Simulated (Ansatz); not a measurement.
# C7H14: a ladder of functionals and wavefunction methods

An exercise on one series of results from a longer session: the logs are not shown, and one member is left open.

Computed with Ansatz 0.2.0, Gaussian basis. Level: functionals in def2-TZVPP, the program's frozen cores in correlated methods.

The runs, in order: LDA (SPW92), PBE-D4, revPBE-D4, BLYP-D4, r2SCAN-D4, B97M-V, PBE0-D4, B3LYP-D4, r2SCANh-D4, r2SCAN0-D4, HSE06-D4, BHLYP-D4, CAM-B3LYP-D4, LC-ωPBE, ωB97X-V, ωB97M-V, B2PLYP, PBE-QIDH; CCSD(T)/def2-SVP; CCSD(T)/def2-TZVPP; MP2/def2-QZVPP; extrapolation to the limit; RPA on PBE.

**The relaxed structure**

The geometry comes from an earlier relaxation with PBE0-D4 in a triple-zeta def2 set; it is a stationary point, not always the lowest conformer.

SMILES `C[C@@H]1CC[C@H](C)C1`, 21 atoms, charge 0, spin multiplicity 1.

Atoms are counted from 1 here; the program's logs count them from 0.

Bond lengths: C1–C2 1.515 Å, C1–H8 1.093 Å, C1–H9 1.095 Å, C1–H10 1.093 Å, C2–C3 1.537 Å, C2–C7 1.524 Å, C2–H11 1.098 Å, C3–C4 1.541 Å, C3–H12 1.095 Å, C3–H13 1.092 Å, C4–C5 1.537 Å, C4–H14 1.092 Å, C4–H15 1.095 Å, C5–C6 1.515 Å, C5–C7 1.524 Å, C5–H16 1.098 Å, C6–H17 1.093 Å, C6–H18 1.093 Å and more. Angles: C2–C1–H8 111.4°, C2–C1–H9 110.6°, C2–C1–H10 111.6°, H8–C1–H9 107.6°, H8–C1–H10 107.7°, H9–C1–H10 107.8°, C1–C2–C3 114.1°, C1–C2–C7 115.0°, C1–C2–H11 108.5°, C3–C2–C7 103.1°, C3–C2–H11 108.3°, C7–C2–H11 107.4°, C2–C3–C4 106.2°, C2–C3–H12 109.3°, C2–C3–H13 111.7°, C4–C3–H12 110.4°, C4–C3–H13 112.8°, H12–C3–H13 106.5° and more.

Set-up of the first run:

Contents of in.yaml:

```yaml
crystal:
  periodic: [false, false, false]
  atoms:
    - {symbol: C, position_ang: [-2.003037, -1.627075, 0.231970]}
    - {symbol: C, position_ang: [-0.604092, -1.115518, -0.044659]}
    - {symbol: C, position_ang: [0.231898, -0.860730, 1.219973]}
    - {symbol: C, position_ang: [1.203938, 0.282435, 0.868449]}
    - {symbol: C, position_ang: [0.906891, 0.663069, -0.591049]}
    - {symbol: C, position_ang: [1.177776, 2.117416, -0.917805]}
    - {symbol: C, position_ang: [-0.538989, 0.218988, -0.777782]}
    - {symbol: H, position_ang: [-1.981422, -2.573255, 0.779564]}
    - {symbol: H, position_ang: [-2.563724, -0.906782, 0.836184]}
    - {symbol: H, position_ang: [-2.560720, -1.792165, -0.693786]}
    - {symbol: H, position_ang: [-0.077698, -1.855274, -0.662010]}
    - {symbol: H, position_ang: [-0.430549, -0.560390, 2.037920]}
    - {symbol: H, position_ang: [0.745431, -1.765385, 1.553383]}
    - {symbol: H, position_ang: [2.251288, 0.005194, 1.007995]}
    - {symbol: H, position_ang: [1.023513, 1.148553, 1.512925]}
    - {symbol: H, position_ang: [1.529485, 0.036969, -1.243593]}
    - {symbol: H, position_ang: [2.224836, 2.378260, -0.741144]}
    - {symbol: H, position_ang: [0.951479, 2.343082, -1.963347]}
    - {symbol: H, position_ang: [0.562597, 2.773171, -0.293460]}
    - {symbol: H, position_ang: [-1.211619, 0.939593, -0.292049]}
    - {symbol: H, position_ang: [-0.837261, 0.149865, -1.827707]}
basis:
  gaussian: {orbitals: def2-TZVPP}
hamiltonian: {xc: lda}
output: {orbitals: {seedname: orbitals}}
```

Command:

```bash
$ ansatz run in.yaml --threads 2 --pin off --events-out ev --progress --plain --max-ram 32768MiB --backend cuda --devices 0, --max-vram 18GiB
```

Steps of the session up to this table: LDA; PBE-D4 (GGA); revPBE-D4 (GGA); BLYP-D4 (GGA); r2SCAN-D4 (meta-GGA); B97M-V (meta-GGA); B3LYP-D4 (hybrid); r2SCANh-D4 (hybrid); r2SCAN0-D4 (hybrid); HSE06-D4 (hybrid); BHLYP-D4 (hybrid); CAM-B3LYP-D4 (range-separated); LC-ωPBE (range-separated); ωB97X-V (range-separated); ωB97M-V (range-separated); B2PLYP (double hybrid); PBE-QIDH (double hybrid).

One of the session's tables, all rows but one given; the rest of the session is left out.

It belongs to the step «Frontier levels by functional». 

| functional | HOMO (eV) | LUMO (eV) | gap (eV) |
| --- | --- | --- | --- |
| LDA (SPW92) | -7.15 | 0.13 | 7.29 |
| PBE-D4 | -7.14 | 0.31 | 7.45 |
| revPBE-D4 | -7.11 | 0.40 | 7.51 |
| BLYP-D4 | -7.09 | 0.31 | 7.40 |
| r2SCAN-D4 | -7.41 | 1.01 | 8.42 |
| B97M-V | ? | ? | ? |
| PBE0-D4 | -8.50 | 1.11 | 9.60 |
| B3LYP-D4 | -8.33 | 0.78 | 9.11 |
| r2SCANh-D4 | -7.92 | 1.24 | 9.16 |
| r2SCAN0-D4 | -8.67 | 1.57 | 10.25 |
| HSE06-D4 | -8.09 | 0.74 | 8.83 |
| BHLYP-D4 | -9.83 | 1.72 | 11.54 |
| CAM-B3LYP-D4 | -9.93 | 1.88 | 11.80 |
| LC-ωPBE | -11.25 | 3.17 | 14.42 |
| ωB97X-V | -10.93 | 2.94 | 13.88 |
| ωB97M-V | -10.81 | 2.53 | 13.34 |

Estimate the missing values for B97M-V.

As computed: HOMO (eV): -7.57; LUMO (eV): 0.43; gap (eV): 8.00. In the column «HOMO (eV)» it lies between r2SCANh-D4 (-7.92) and r2SCAN-D4 (-7.41).
